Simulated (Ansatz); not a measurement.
**CHFOSi (SMILES O[Si]#CF): functionals against CCSD(T) at one geometry**

The task here is to estimate one member of a computed series from the others.

Method: single points in def2-TZVPP; program: Ansatz 0.2.0, Gaussian basis.

Correlated methods freeze the cores.

**The system as given**

SMILES `O[Si]#CF`, 5 atoms, charge 0, spin multiplicity 1.

Atoms are counted from 1 here; the program's logs count them from 0.

Bond lengths: O1–Si2 1.643 Å, O1–H5 1.011 Å, Si2–C3 1.701 Å, C3–F4 1.354 Å. Angles: Si2–O1–H5 128.1°, O1–Si2–C3 161.6°, Si2–C3–F4 121.8°.

Coordinates:

```
O    -1.1997    1.1764   -0.2536
Si   -0.0977    0.0011    0.0693
C     1.3718   -0.7808    0.4210
F     1.4106   -2.0551    0.8757
H    -1.3986    1.6175   -1.1408
```

The first run:

run/in.yaml

```yaml
crystal:
  periodic: [false, false, false]
  atoms:
    - {symbol: O, position_ang: [-1.199700, 1.176400, -0.253600]}
    - {symbol: Si, position_ang: [-0.097700, 0.001100, 0.069300]}
    - {symbol: C, position_ang: [1.371800, -0.780800, 0.421000]}
    - {symbol: F, position_ang: [1.410600, -2.055100, 0.875700]}
    - {symbol: H, position_ang: [-1.398600, 1.617500, -1.140800]}
basis:
  gaussian: {orbitals: def2-TZVPP}
correlation: {method: ccsd_t}
output: {forces: true}
```

No record of the launch command was kept for these runs.

Steps of the session up to this table: CCSD(T)/def2-TZVPP; PBE0-D4/def2-TZVPP; wB97M-V/def2-TZVPP; r2SCAN-D4/def2-TZVPP; PBE-D4/def2-TZVPP; LC-wPBE/def2-TZVPP; B97M-V/def2-TZVPP.

One table of the session follows, with a row left open; its other results are not shown here.

| method | RMS force component (eV/Å) | angle to CCSD(T) forces (°) | dipole (D) |
| --- | --- | --- | --- |
| CCSD(T) | 1.075 | reference | 3.78 |
| PBE0-D4 | 1.061 | 14.2 | 3.91 |
| wB97M-V | 0.988 | 12.2 | 4.05 |
| r2SCAN-D4 | 1.011 | 7.7 | 3.76 |
| PBE-D4 | ? | ? | ? |
| LC-wPBE | 0.989 | 25.2 | 4.29 |
| B97M-V | 1.104 | 11.0 | 3.75 |

Q: Estimate the row for PBE-D4 from the others.

**Answer.** RMS force component (eV/Å): 0.903; angle to CCSD(T) forces (°): 7.9; dipole (D): 3.57. In the column «RMS force component (eV/Å)» it is the lowest.
